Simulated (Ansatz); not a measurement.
# C₂H₆FGaO: a ladder of functionals and wavefunction methods

One table from this session's results is given with a row withheld; the runs are named, their logs left out.

The runs use Ansatz 0.2.0, Gaussian basis; functionals in def2-TZVPP, the program's frozen cores in correlated methods.

The runs, in order: LDA (SPW92), PBE-D4, revPBE-D4, BLYP-D4, r2SCAN-D4, B97M-V, PBE0-D4, B3LYP-D4, r2SCANh-D4, r2SCAN0-D4, HSE06-D4, BHLYP-D4, CAM-B3LYP-D4, LC-ωPBE, ωB97X-V, ωB97M-V, B2PLYP, PBE-QIDH; CCSD(T)/def2-SVP; CCSD(T)/def2-TZVPP; MP2/def2-QZVPP; extrapolation to the limit; RPA on PBE.

### Structure used throughout

All runs share one geometry, relaxed beforehand with PBE0-D4 in a triple-zeta def2 set.

11 atoms, charge 0, spin multiplicity 1.

Atoms are counted from 1 here; the program's logs count them from 0.

Bond lengths: C1–O2 1.404 Å, C1–H6 1.095 Å, C1–H7 1.099 Å, C1–H8 1.095 Å, O2–Ga3 1.773 Å, Ga3–C4 1.944 Å, Ga3–F5 1.753 Å, C4–H9 1.092 Å, C4–H10 1.090 Å, C4–H11 1.090 Å. Angles: O2–C1–H6 109.8°, O2–C1–H7 113.7°, O2–C1–H8 110.0°, H6–C1–H7 107.6°, H6–C1–H8 108.0°, H7–C1–H8 107.6°, C1–O2–Ga3 123.4°, O2–Ga3–C4 128.7°, O2–Ga3–F5 110.2°, C4–Ga3–F5 121.1°, Ga3–C4–H9 109.5°, Ga3–C4–H10 109.6°, Ga3–C4–H11 111.2°, H9–C4–H10 108.3°, H9–C4–H11 108.6°, H10–C4–H11 109.5°.

The first run:

File in.yaml:

```yaml
crystal:
  periodic: [false, false, false]
  atoms:
    - {symbol: C, position_ang: [0.005335, -0.116760, 1.965637]}
    - {symbol: O, position_ang: [0.528559, 0.895824, 1.145922]}
    - {symbol: Ga, position_ang: [0.453252, 0.855675, -0.624612]}
    - {symbol: C, position_ang: [-0.310735, -0.509743, -1.778236]}
    - {symbol: F, position_ang: [1.192029, 2.297072, -1.293828]}
    - {symbol: H, position_ang: [0.794211, -0.515237, 2.612488]}
    - {symbol: H, position_ang: [-0.423872, -0.959670, 1.406025]}
    - {symbol: H, position_ang: [-0.783513, 0.291000, 2.607035]}
    - {symbol: H, position_ang: [-1.334184, -0.235407, -2.040675]}
    - {symbol: H, position_ang: [0.271699, -0.579770, -2.696944]}
    - {symbol: H, position_ang: [-0.327281, -1.480085, -1.282211]}
basis:
  gaussian: {orbitals: def2-TZVPP}
hamiltonian: {xc: lda}
output: {orbitals: {seedname: orbitals}}
```

On the command line:

```console
$ ansatz run in.yaml --threads 2 --pin off --events-out ev --progress --plain --max-ram 22528MiB --backend cpu
```

Among the steps run: LDA; PBE-D4 (GGA); revPBE-D4 (GGA); BLYP-D4 (GGA); r2SCAN-D4 (meta-GGA); B97M-V (meta-GGA); PBE0-D4 (hybrid); B3LYP-D4 (hybrid); r2SCANh-D4 (hybrid); r2SCAN0-D4 (hybrid); HSE06-D4 (hybrid); BHLYP-D4 (hybrid); CAM-B3LYP-D4 (range-separated); LC-ωPBE (range-separated); ωB97X-V (range-separated); ωB97M-V (range-separated); B2PLYP (double hybrid); PBE-QIDH (double hybrid).

One table of the session follows, with a row left open; its other results are not shown here.

It belongs to the step «Orbital energies across the functionals». 

```
  functional  HOMO (eV)  gap (eV)
 LDA (SPW92)      -6.66      5.13
      PBE-D4      -6.49      5.22
   revPBE-D4      -6.42      5.28
     BLYP-D4      -6.41      5.14
   r2SCAN-D4      -6.80      5.91
      B97M-V      -6.90      5.72
     PBE0-D4      -8.02      7.67
    B3LYP-D4      -7.79      7.09
  r2SCANh-D4          ?         ?
  r2SCAN0-D4      -8.25      8.08
    HSE06-D4      -7.61      6.89
    BHLYP-D4      -9.53      9.87
CAM-B3LYP-D4      -9.50     10.01
     LC-ωPBE     -10.85     12.63
     ωB97X-V     -10.51     12.10
     ωB97M-V     -10.44     11.73
```

Q: Estimate the row for r2SCANh-D4 from the others.

Worked estimate for «HOMO (eV)». Against the share of exact exchange, r2SCAN-D4 (0, -6.80), r2SCAN0-D4 (0.25, -8.25) give a slope of -5.80 per unit share; at 0.1 the line stands at -7.38.

As computed: HOMO (eV): -7.38; gap (eV): 6.79. In «HOMO (eV)» the line misses by 0.00.
